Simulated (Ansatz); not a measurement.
# BaZrO2: the cost of one run

Method: DFT PBE, scalar-relativistic, plane waves, PAW, in Ansatz 0.2.0.

## Step 1: The system as given

Symmetry: P-3m1, No. 164, trigonal system. Conventional cell: a = 3.376 Å, b = 3.376 Å, c = 6.131 Å, α = 90.00°, β = 90.00°, γ = 120.00°. Ba (site symmetry -3m) is surrounded by 6 O at 2.54 Å. Zr (site symmetry -3m) has 6 O at 2.42 Å in its first shell of neighbours. O (site symmetry 3m) has 3 Zr at 2.42 Å and 3 Ba at 2.54 Å in its first shell of neighbours.

Coordinates:

```
Ba Zr O
1.0
     3.37638    0.00000    0.00000
    -1.68819    2.92403    0.00000
     0.00000    0.00000    6.13097
Ba Zr O
1 1 2
Direct
  0.00000 0.00000 0.50000
  0.00000 0.00000 0.00000
  0.33333 0.66667 0.23500
  0.66667 0.33333 0.76500
```

Recipe of the guess: species swapped into a database cell of LiVS2 (P-3m1, No. 164), with Ba on the Li sites, Zr on the V sites and O on the S sites. Its size is a rough estimate.

## Step 2: A first look at the guess

File input.yaml:

```yaml
crystal:
  lattice:
    - [3.37637762, 0.0, 0.0]
    - [-1.68818881, 2.92402879, 0.0]
    - [0.0, 0.0, 6.13097423]
  atoms:
    - { symbol: Ba, position: [0.0, 0.0, 0.5] }
    - { symbol: Zr, position: [0.0, 0.0, 0.0] }
    - { symbol: O, position: [0.33333333, 0.66666667, 0.235] }
    - { symbol: O, position: [0.66666667, 0.33333333, 0.765] }
basis:
  ecutwfc: 420
kpoints:
  mp_grid: { grid: [6, 6, 4] }
hamiltonian:
  xc: pbe
scf:
  occupations: { method: gaussian, width: 0.1 }
  lower_state_search: "off"
output:
  forces: true
  stress: true
  eigenvalues: true
```

Command:

```console
$ ansatz run input.yaml --threads 1 --pin off --max-ram 2560MiB --backend cpu --events-out ev --progress --plain --runs-dir out
```

What time and memory should one allow on 1 thread of Arm Neoverse V1, shared host?

About 2.2 s, with a peak of 0.34 GiB.
